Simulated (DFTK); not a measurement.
The system is SiO.

```xyz
2
Lattice="0.0000 2.4336 2.4336 2.4336 0.0000 2.4336 2.4336 2.4336 0.0000" Properties=species:S:1:pos:R:3 pbc="T T T"
Si    3.6505    3.6505    3.6505
O     0.0000    0.0000    0.0000
```

The cell was built by a generator and needn't be a form met in nature.

| Item | Value |
| --- | --- |
| Program | DFTK 0.8.2 |
| Task | single point |
| Functional | PBE |
| Potentials or basis | dojo.nc.sr.pbe.v0_4_1.standard.upf (PBE) |
| Cutoff | 1143 eV |
| k mesh | 9 × 9 × 9 |
| Occupations | fermi-dirac, width 0.05 eV |
| Spin | no spin polarisation |

On this cell: pressure -0.1 GPa; largest force zero by symmetry; band gap on the k mesh none (metal or under the smearing width).

The same run follows on a disturbed copy (atoms moved at random, drawn with an rms of 0.05 Å):

```
Si O
1.0
     0.00000    2.43364    2.43364
     2.43364    0.00000    2.43364
     2.43364    2.43364    0.00000
Si O
1 1
Cartesian
  3.6479 3.6761 3.6457
  0.0301 -0.0401 -0.0718
```

Task: What does the disturbed cell give?

Result: The energy (extrapolated to zero smearing) moves by -4.1 meV/atom; pressure 0.0 GPa; largest force 0.165 eV/Å; band gap on the k mesh none (metal or under the smearing width).

Forces in eV/Å, atoms in the order of the input:
```
Si  -0.021  0.114  0.117
O    0.020 -0.114 -0.117
```

Stress tensor (GPa, compression positive):
```
-0.28 -0.35 -0.35
-0.35  0.10  0.19
-0.35  0.19  0.12
```

The energy falls, though the first cell shows no forces: that form is unstable against this distortion, unless noise or another electronic state is at work.
